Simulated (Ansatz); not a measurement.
# NaPtCl3: the cost of one run

Method: DFT PBE, scalar-relativistic, plane waves, PAW, in Ansatz 0.2.0.

1 further run of the same task is left out (set aside as unsound or not needed).

## 1. The system as given

Symmetry: Pm-3m, No. 221, cubic system. Conventional cell: a = 4.937 Å, b = 4.937 Å, c = 4.937 Å, α = 90.00°, β = 90.00°, γ = 90.00°. Na (site symmetry m-3m) is surrounded by 12 Cl at 3.49 Å. Pt (site symmetry m-3m) has 6 Cl at 2.47 Å as nearest neighbours. Around Cl (site symmetry 4/mmm) lie 2 Pt at 2.47 Å and 4 Na at 3.49 Å.

Coordinates:

```
Na Pt Cl
1.0
     4.93748    0.00000    0.00000
     0.00000    4.93748    0.00000
     0.00000    0.00000    4.93748
Na Pt Cl
1 1 3
Direct
  0.00000 0.00000 0.00000
  0.50000 0.50000 0.50000
  0.00000 0.50000 0.50000
  0.50000 0.50000 0.00000
  0.50000 0.00000 0.50000
```

The cell was relaxed beforehand at this level, from a database cell with other species swapped in; it is a trial structure. At a tolerance of 0.05 Å it has space group Pm-3m (No. 221); it has 24.07 Å³/atom, an uncorrected energy of -0.80 eV/atom over the elements and, on its mesh, gap none (metal).

## 2. Point at V/V0 = 0.97

Contents of input.yaml:

```yaml
crystal:
  lattice:
    - [4.8876000299, 0.0, 0.0]
    - [0.0, 4.8876000299, 0.0]
    - [0.0, 0.0, 4.8876000299]
  atoms:
    - { symbol: Na, position: [0.0, 0.0, 0.0] }
    - { symbol: Pt, position: [0.5, 0.5, 0.5] }
    - { symbol: Cl, position: [0.0, 0.5, 0.5] }
    - { symbol: Cl, position: [0.5, 0.5, 0.0] }
    - { symbol: Cl, position: [0.5, 0.0, 0.5] }
basis:
  ecutwfc: 420
kpoints:
  mp_grid: { grid: [8, 8, 8] }
hamiltonian:
  xc: pbe
scf:
  occupations: { method: gaussian, width: 0.1 }
output:
  forces: true
  stress: true
  eigenvalues: true
  write_density: true
  write_potential: true
  elf: true
  volumetric_format: npy
```

Launch:

```
> ansatz run input.yaml --threads 1 --pin off --max-ram 2048MiB --backend cpu --events-out ev --progress --plain --runs-dir out
```

Q: Estimate wall time and peak memory on 1 thread of Arm Neoverse V1, shared host.

About 9.1 s, with a peak of 0.39 GiB.
